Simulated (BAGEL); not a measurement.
# SiHClOF (SMILES O[Si](F)Cl) at UHF/3-21G (density fitting with qzvpp-jkfit)

Aim: the vertical electron affinity of SiHClOF at UHF/3-21G (density fitting with qzvpp-jkfit), from 2 runs. 

The calculation is run with BAGEL 1.2.2.

## 1. The molecule

The species is SiHClOF (5 atoms), meant as a doublet with charge 0. As SMILES, `O[Si](F)Cl`. The shape is that of a PBE0-D4/def2-TZVP optimisation. This is one conformer, not always the lowest.

Bond lengths: O1–Si2 1.630 Å, Si2–F3 1.596 Å, Si2–Cl4 2.040 Å, O1–H5 0.960 Å. Angles: O1–Si2–F3 109.7°, O1–Si2–Cl4 106.8°, F3–Si2–Cl4 108.8°, Si2–O1–H5 117.9°.

## 2. The energy at UHF/3-21G (density fitting with qzvpp-jkfit)

calc.json

```json
{ "bagel": [

{
  "title": "molecule",
  "basis": "3-21g",
  "df_basis": "qzvpp-jkfit",
  "angstrom": true,
  "geometry": [
    { "atom": "O", "xyz": [   -0.003500,    1.141300,   -0.013500 ] },
    { "atom": "Si", "xyz": [    0.078300,   -0.426700,    0.425700 ] },
    { "atom": "F", "xyz": [    0.979500,   -1.232100,   -0.616800 ] },
    { "atom": "Cl", "xyz": [   -1.825100,   -1.157700,    0.353200 ] },
    { "atom": "H", "xyz": [    0.820600,    1.601600,   -0.189800 ] }
  ]
},
{
  "title": "uhf",
  "nopen": 1
},
{
  "title": "print",
  "file": "orbitals.molden",
  "orbitals": true
}

]}
```

On the command line:

```bash
$ BAGEL_NUM_THREADS=1 BAGEL calc.json > calc.out
```

The program printed:

```text
* using 1 threads per process

  ===============================================================
  ===============================================================

  *** Geometry ***

  { "atom" : "O", "xyz" : [     -0.006614,      2.156744,     -0.025511 ] },
  { "atom" : "Si", "xyz" : [      0.147966,     -0.806346,      0.804456 ] },
  { "atom" : "F", "xyz" : [      1.850987,     -2.328332,     -1.165583 ] },
  { "atom" : "Cl", "xyz" : [     -3.448939,     -2.187736,      0.667451 ] },
  { "atom" : "H", "xyz" : [      1.550709,      3.026585,     -0.358670 ] },

  Number of auxiliary basis functions:      428

  Since a DF basis is specified, we compute 2- and 3-index integrals:
    o Being stored without compression. Storage requirement is 0.007 GB

  Number of basis functions:       46
  Number of electrons      :       49

    * METHOD: MOLECULE                             0.11

  *** Open-shell HF ***

  === Nuclear Repulsion ===
   217.6112504745

      * DIIS with orbital gradients will be used.

  === UHF iteration (3-21g) ===
      0       -918.54981434          0.06023496           0.05
      1       -918.67895823          0.03538667           0.05
      2       -918.71221620          0.02068397           0.05
      3       -918.72731493          0.00090239           0.05
      4       -918.72761976          0.00044748           0.05
      5       -918.72767744          0.00012536           0.05
      6       -918.72768669          0.00004447           0.05
      7       -918.72768846          0.00002070           0.05
      8       -918.72768926          0.00000721           0.05
      9       -918.72768936          0.00000306           0.05
     10       -918.72768937          0.00000125           0.05
     11       -918.72768937          0.00000041           0.05
     12       -918.72768937          0.00000019           0.05
     13       -918.72768937          0.00000008           0.05
     14       -918.72768937          0.00000004           0.05
     15       -918.72768937          0.00000002           0.05
     16       -918.72768937          0.00000001           0.05
     17       -918.72768937          0.00000000           0.05
    * SCF iteration converged.

    * S^2 (UHF) is 0.7540

    * Permanent dipole moment:
           (   -1.310426,    -0.651455,    -0.537611) a.u.

    * METHOD: UHF                                  0.96

    * METHOD: PRINT                                0.00

  ===============================================================
```

Run time: 1.2 s. Hardware: 1 thread of Arm Neoverse V2, shared host; peak memory 0.082 GiB.

## 3. The singlet anion, same level

input.json

```json
{ "bagel": [

{
  "title": "molecule",
  "basis": "3-21g",
  "df_basis": "qzvpp-jkfit",
  "angstrom": true,
  "geometry": [
    { "atom": "O", "xyz": [   -0.003500,    1.141300,   -0.013500 ] },
    { "atom": "Si", "xyz": [    0.078300,   -0.426700,    0.425700 ] },
    { "atom": "F", "xyz": [    0.979500,   -1.232100,   -0.616800 ] },
    { "atom": "Cl", "xyz": [   -1.825100,   -1.157700,    0.353200 ] },
    { "atom": "H", "xyz": [    0.820600,    1.601600,   -0.189800 ] }
  ]
},
{
  "title": "hf",
  "charge": -1
},
{
  "title": "print",
  "file": "orbitals.molden",
  "orbitals": true
}

]}
```

On the command line:

```bash
$ BAGEL_NUM_THREADS=1 BAGEL input.json > input.out
```

The program printed:

```text
* using 1 threads per process

  ===============================================================
  ===============================================================

  *** Geometry ***

  { "atom" : "O", "xyz" : [     -0.006614,      2.156744,     -0.025511 ] },
  { "atom" : "Si", "xyz" : [      0.147966,     -0.806346,      0.804456 ] },
  { "atom" : "F", "xyz" : [      1.850987,     -2.328332,     -1.165583 ] },
  { "atom" : "Cl", "xyz" : [     -3.448939,     -2.187736,      0.667451 ] },
  { "atom" : "H", "xyz" : [      1.550709,      3.026585,     -0.358670 ] },

  Number of auxiliary basis functions:      428

  Since a DF basis is specified, we compute 2- and 3-index integrals:
    o Being stored without compression. Storage requirement is 0.007 GB

  Number of basis functions:       46
  Number of electrons      :       49

    * METHOD: MOLECULE                             0.10

  *** RHF ***

  === Nuclear Repulsion ===
   217.6112504745

      * DIIS with orbital gradients will be used.

  === RHF iteration (3-21g) ===
      0       -918.55915180          0.03189197           0.03
      1       -918.69271264          0.01767240           0.02
      2       -918.73818003          0.00125955           0.02
      3       -918.73931117          0.00040484           0.02
      4       -918.73944288          0.00015725           0.02
      5       -918.73947113          0.00004987           0.02
      6       -918.73947273          0.00001839           0.02
      7       -918.73947302          0.00000365           0.02
      8       -918.73947302          0.00000093           0.02
      9       -918.73947303          0.00000039           0.02
     10       -918.73947303          0.00000013           0.02
     11       -918.73947303          0.00000004           0.02
     12       -918.73947303          0.00000002           0.02
     13       -918.73947303          0.00000000           0.02
    * SCF iteration converged.

    * Permanent dipole moment:
           (   -0.410905,    -0.626885,     0.937067) a.u.

    * METHOD: HF                                   0.43

    * METHOD: PRINT                                0.00

  ===============================================================
```

Wall time 0.71 s (1 thread of Arm Neoverse V2, shared host); peak memory 0.082 GiB.

## 4. Results

At UHF/3-21G (density fitting with qzvpp-jkfit):

| quantity | value |
| --- | --- |
| doublet SiHClOF: total energy | -918.72769 Eh |
| doublet SiHClOF: dipole moment | 3.96 D |
| doublet SiHClOF: ⟨S²⟩ | 0.754 |
| singlet anion: total energy | -918.73947 Eh |
| singlet anion: HOMO energy | -1.01 eV |
| singlet anion: LUMO energy | 11.11 eV |
| singlet anion: HOMO–LUMO gap (to an unbound level, set by the basis) | 12.12 eV |
| vertical electron affinity (to the singlet anion) | 0.321 eV |

**Reading.** At fixed nuclei the extra electron is bound by 0.32 eV (7.4 kcal/mol). The basis has no diffuse functions, so the error can be as large as this value.
